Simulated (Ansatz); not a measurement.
# Al₂Cl₂F₂H₂: one species, many methods

An exercise on one series of results from a longer session: the logs are not shown, and one member is left open.

Program: Ansatz 0.2.0, Gaussian basis. Level of theory: functionals in def2-TZVPP, the program's frozen cores in correlated methods. These are calculated values, not measurements.

Plan: LDA (SPW92), PBE-D4, revPBE-D4, BLYP-D4, r2SCAN-D4, B97M-V, PBE0-D4, B3LYP-D4, r2SCANh-D4, r2SCAN0-D4, HSE06-D4, BHLYP-D4, CAM-B3LYP-D4, LC-ωPBE, ωB97X-V, ωB97M-V, B2PLYP, PBE-QIDH; CCSD(T)/def2-SVP; CCSD(T)/def2-TZVPP; MP2/def2-QZVPP; extrapolation to the limit; RPA on PBE.

## The relaxed structure

All runs share one geometry, relaxed beforehand with PBE0-D4 in a triple-zeta def2 set.

SMILES `[Cl][Al@H-]1[F+][Al@@H-]([Cl])[F+]1`, 8 atoms, charge 0, spin multiplicity 1.

Atoms are counted from 1 here; the program's logs count them from 0.

Bond lengths: Cl1–Al2 2.081 Å, Al2–F3 1.819 Å, Al2–F6 1.819 Å, Al2–H7 1.559 Å, F3–Al4 1.819 Å, Al4–Cl5 2.081 Å, Al4–F6 1.819 Å, Al4–H8 1.559 Å. Angles: Cl1–Al2–F3 109.9°, Cl1–Al2–F6 109.9°, Cl1–Al2–H7 124.9°, F3–Al2–F6 80.2°, F3–Al2–H7 111.5°, F6–Al2–H7 111.5°, Al2–F3–Al4 99.8°, F3–Al4–Cl5 109.9°, F3–Al4–F6 80.2°, F3–Al4–H8 111.5°, Cl5–Al4–F6 109.9°, Cl5–Al4–H8 124.9°, F6–Al4–H8 111.5°, Al2–F6–Al4 99.8°.

Geometry (Å):

```xyz
8
charge 0, multiplicity 1
Cl    0.3662    2.2582    1.7601
Al    1.0653    0.7110    0.5570
F     0.1027    0.6418   -0.9843
Al   -0.8878   -0.8493   -0.6641
Cl   -2.8576   -0.3171   -0.2556
F     0.0972   -0.7976    0.8636
H     2.5690    0.3844    0.3071
H    -0.4551   -2.0314   -1.5837
```

Set-up of the first run:

Input file in.yaml:

```yaml
crystal:
  periodic: [false, false, false]
  atoms:
    - {symbol: Cl, position_ang: [0.366226, 2.258243, 1.760071]}
    - {symbol: Al, position_ang: [1.065313, 0.710961, 0.556989]}
    - {symbol: F, position_ang: [0.102717, 0.641829, -0.984324]}
    - {symbol: Al, position_ang: [-0.887782, -0.849321, -0.664148]}
    - {symbol: Cl, position_ang: [-2.857573, -0.317129, -0.255612]}
    - {symbol: F, position_ang: [0.097203, -0.797630, 0.863645]}
    - {symbol: H, position_ang: [2.568970, 0.384421, 0.307101]}
    - {symbol: H, position_ang: [-0.455084, -2.031366, -1.583711]}
basis:
  gaussian: {orbitals: def2-TZVPP}
hamiltonian: {xc: lda}
output: {orbitals: {seedname: orbitals}}
```

Steps of the session up to this table: LDA; PBE-D4 (GGA); revPBE-D4 (GGA); BLYP-D4 (GGA); r2SCAN-D4 (meta-GGA); B97M-V (meta-GGA); PBE0-D4 (hybrid); B3LYP-D4 (hybrid); r2SCANh-D4 (hybrid); r2SCAN0-D4 (hybrid); HSE06-D4 (hybrid); BHLYP-D4 (hybrid); CAM-B3LYP-D4 (range-separated); LC-ωPBE (range-separated); ωB97X-V (range-separated); ωB97M-V (range-separated); B2PLYP (double hybrid); PBE-QIDH (double hybrid).

One table of the session follows, with a row left open; its other results are not shown here.

It belongs to the step «Frontier levels by functional». 

```
  functional  HOMO (eV)  gap (eV)
 LDA (SPW92)      -8.00      6.35
      PBE-D4      -7.88      6.52
   revPBE-D4      -7.83      6.61
     BLYP-D4      -7.72      6.48
   r2SCAN-D4      -8.26      7.33
      B97M-V      -8.35      7.16
     PBE0-D4      -9.28      8.72
    B3LYP-D4      -9.00      8.22
  r2SCANh-D4      -8.76      8.10
  r2SCAN0-D4          ?         ?
    HSE06-D4      -8.87      7.95
    BHLYP-D4     -10.54     10.74
CAM-B3LYP-D4     -10.66     10.99
     LC-ωPBE     -12.11     13.61
     ωB97X-V     -11.72     13.08
     ωB97M-V     -11.53     12.55
```

Q: Estimate the row for r2SCAN0-D4 from the others.

Worked estimate for «HOMO (eV)». Against the share of exact exchange, r2SCAN-D4 (0, -8.26), r2SCANh-D4 (0.1, -8.76) give a slope of -5.00 per unit share; at 0.25 the line stands at -9.51.

The run gave: HOMO (eV): -9.52; gap (eV): 9.23. In «HOMO (eV)» the line misses by +0.01.
